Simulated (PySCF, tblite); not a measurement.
# C₇H₁₂BN: geometry, infrared bands, NMR shifts, electronic excitations and core binding energies

Aim: predict the infrared bands, NMR shifts, electronic excitations and core binding energies of C₇H₁₂BN (`C#CB(N)C1CCCC1`).

The runs use tblite 0.8.0 and PySCF 2.14.0, with density-fitted response routines of our own; the level of theory stands in each step. All values are computed, except where a source is named. Atoms count from 0, in the outputs and in this text.

**1. The molecule as given**

21 atoms, charge 0, multiplicity 1; geometry from: force field or distance geometry start.

Bonds of the start (Å): C0–C1 1.21, C1–B2 1.53, B2–N3 1.51, B2–C4 1.62, C4–C5 1.53, C5–C6 1.52, C6–C7 1.54, C7–C8 1.53, C8–C4 1.51, C0–H9 1.06, N3–H10 1.06, N3–H11 1.04, C4–H12 1.11, C5–H13 1.11, C5–H14 1.12, C6–H15 1.11, C6–H16 1.11, C7–H17 1.13, C7–H18 1.11, C8–H19 1.11, C8–H20 1.12.

**2. Relaxing the molecule with GFN2-xTB**

The job: settings as JSON, then the geometry in Å.

```
{"job": {"kind": "relax", "xc": "GFN2-xTB", "basis": "xTB"}, "charge": 0, "multiplicity": 1}
C      3.046000     1.328100     1.014100
C      2.390300     0.458400     0.485200
B      1.581500    -0.666400    -0.164400
N      2.289400    -1.880100    -0.724600
C     -0.028600    -0.548500    -0.277300
C     -0.493700     0.670900    -1.076200
C     -1.905600     0.954200    -0.591800
C     -2.049400     0.261700     0.771200
C     -0.719200    -0.426500     1.065000
H      3.596800     2.100300     1.476100
H      1.880800    -2.725500    -0.241100
H      2.044300    -1.963500    -1.728000
H     -0.413700    -1.458900    -0.784600
H     -0.463600     0.473600    -2.170400
H      0.145400     1.565900    -0.849700
H     -2.644500     0.533600    -1.297600
H     -2.078700     2.048800    -0.492100
H     -2.866200    -0.509900     0.714100
H     -2.307300     0.993800     1.569800
H     -0.870400    -1.419000     1.537900
H     -0.142500     0.226000     1.764000
```

Started as:

```console
> OMP_NUM_THREADS=1 python probes_run.py task.json out
```

The driver reads the jobs from task.json and runs them one after another.

**Question.** This job is followed by: GFN2-xTB harmonic vibrations, gas phase; PBE0-D3(BJ)/def2-SVP geometry optimisation, gas phase; GIAO PBE0/pcSseg-1 NMR shielding, non-relativistic, gas phase; TDDFT PBE0/def2-SVPD, vertical, gas phase, core orbitals frozen in the response; GIAO CAM-B3LYP/pcSseg-1 NMR shielding, non-relativistic, gas phase; delta-SCF UKS SCAN, pcX-2 on the ionised atom, pcseg-1 elsewhere, spin-free X2C. Predict these results of the whole session: strongest single infrared mode (GFN2-xTB); zero-point energy (GFN2-xTB); point group; rotational constants (main isotopes); ¹³C shifts against TMS (PBE0/pcSseg-1, means over atoms taken as alike); ¹H shifts against TMS (PBE0/pcSseg-1, means over atoms taken as alike); ¹¹B shifts against BF3·OEt2 (PBE0/pcSseg-1); ¹⁵N shifts against NH3 (PBE0/pcSseg-1); lowest singlet (PBE0/def2-SVPD); brightest single state of those computed; lowest triplet; C1s binding energies, SCAN/pcX-2 (standing for 6 of 7 atoms); B1s binding energies, SCAN/pcX-2; N1s binding energies, SCAN/pcX-2; range of the shift of B2.

The runs gave:

| quantity | value |
| --- | --- |
| strongest single infrared mode (GFN2-xTB) | 613 cm⁻¹, 188 km/mol |
| zero-point energy (GFN2-xTB) | 112.0 kcal/mol |
| point group | C1 |
| rotational constants (main isotopes) | 2.57, 1.03, 0.91 GHz |
| ¹³C shifts against TMS (PBE0/pcSseg-1, means over atoms taken as alike) | 101.4, 92.0, 37.2, 34.3, 27.4 ppm |
| ¹H shifts against TMS (PBE0/pcSseg-1, means over atoms taken as alike) | 3.92, 2.63, 1.69, 1.54, 1.50, 1.48, 0.63 ppm |
| ¹¹B shifts against BF3·OEt2 (PBE0/pcSseg-1) | 36.0 ppm |
| ¹⁵N shifts against NH3 (PBE0/pcSseg-1) | 114.7 ppm |
| lowest singlet (PBE0/def2-SVPD) | 5.38 eV (231 nm), f = 0.000 |
| brightest single state of those computed | state 8, 7.20 eV, f = 0.096 |
| lowest triplet | 4.54 eV |
| C1s binding energies, SCAN/pcX-2 (standing for 6 of 7 atoms) | C6 290.05, C0 290.02, C5 289.97, C4 289.53 eV |
| B1s binding energies, SCAN/pcX-2 | B2 195.50 eV |
| N1s binding energies, SCAN/pcX-2 | N3 404.98 eV |
| range of the shift of B2 | 36.0 to 38.4 ppm |

Relaxing lowered the energy by 1.249 eV in 102 steps; the close pair that moved most is B2–N3, from 1.513 to 1.385 Å (GFN2-xTB). All 57 modes are real, so the xTB geometry is a minimum. The strongest single mode, at 613 cm⁻¹, moves mainly H11 and H10. Unscaled tight-binding wavenumbers are off by several per cent, some by more. Its intensities can rank the bands wrongly. The optimisation took 6 steps and gained 0.154 eV; among the close pairs (by a distance rule), C8–H20 changed most, from 1.066 to 1.104 Å (PBE0/def2-SVP). At PBE0/pcSseg-1: Shielding is most anisotropic at C1 (span 308 ppm, paramagnetic term -165 ppm). The lowest singlet, at 5.38 eV, is HOMO→LUMO 0.86, HOMO−1→LUMO 0.10 and is dark; of the 10 states computed, the strongest absorption comes from states 8 to 9 together at 7.20 eV (the last state computed is bright too, and its partners may lie past the list). The lowest triplet lies 0.84 eV below the lowest singlet (triplets in Tamm-Dancoff, singlets in full TDDFT). The C1s levels kept as sound span 0.52 eV, from C4 (sp3 CH bonded to B) up to C6 (sp3 CH2 in a ring). Only 6 of the 7 C atoms are covered by sound results. In ppm, B2 moves most: its shift spreads over 2.4 ppm, from 36.0 (PBE0/pcSseg-1) to 38.4 (CAM-B3LYP/pcSseg-1).
